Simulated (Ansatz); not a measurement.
**WN (quartet): the correlation ladder, def2-QZVPP**

An exercise on one series of results from a longer session: the logs are not shown, and one member is left open.

The runs use Ansatz 0.2.0, Gaussian basis; def2-QZVPP, core rule «outside noble gas», up to 5 orbitals frozen.

Plan: UHF; ROHF; CCSD(T) on UHF.

2 further runs of the same task are left out: 2 set aside as unsound or not needed.

## What is computed

The geometry is a PBE0/def2-TZVP stationary point (not a proven minimum) of the parent state, kept for this charge and spin. No spin-orbit coupling is included. Elements past krypton take def2 core potentials.

2 atoms, charge 0, spin multiplicity 4.

Atoms are counted from 1 here; the program's logs count them from 0.

Bond lengths: W1–N2 1.646 Å.

Set-up of the first run:

Input file in.yaml:

```yaml
crystal:
  periodic: [false, false, false]
  atoms:
    - {symbol: W, position_ang: [0.000000, 0.000000, 0.000000]}
    - {symbol: N, position_ang: [0.000000, 0.000000, 1.646222]}
basis:
  gaussian: {orbitals: "def2-QZVPP.json"}
magnetization: {spin_polarized: true, initial_magnetization: 3}
hamiltonian: {xc: hf}
output: {orbitals: {seedname: orbitals}}
```

Started as:

```console
> ansatz run in.yaml --threads 1 --pin off --events-out ev --progress --plain --max-ram 2560MiB --backend cpu
```

Steps of the session up to this table: UHF; ROHF; CCSD(T) on UHF.

One table of the session follows, with a row left open; its other results are not shown here.

```
  method  from UCCSD(T) (meV)
    ROHF             +11340.4
     UHF                    ?
    UMP2               +918.2
   UCCSD               +691.1
UCCSD(T)                    0
```

**Question.** Estimate the row for UHF.

**Answer.** from UCCSD(T) (meV): +10592.8. In the column «from UCCSD(T) (meV)» it lies between UMP2 (+918.2) and ROHF (+11340.4).

To keep in mind: The determinant is far from a pure spin state, so its energy mixes those of several spin states (harmless only where they are near-degenerate, as at dissociation).
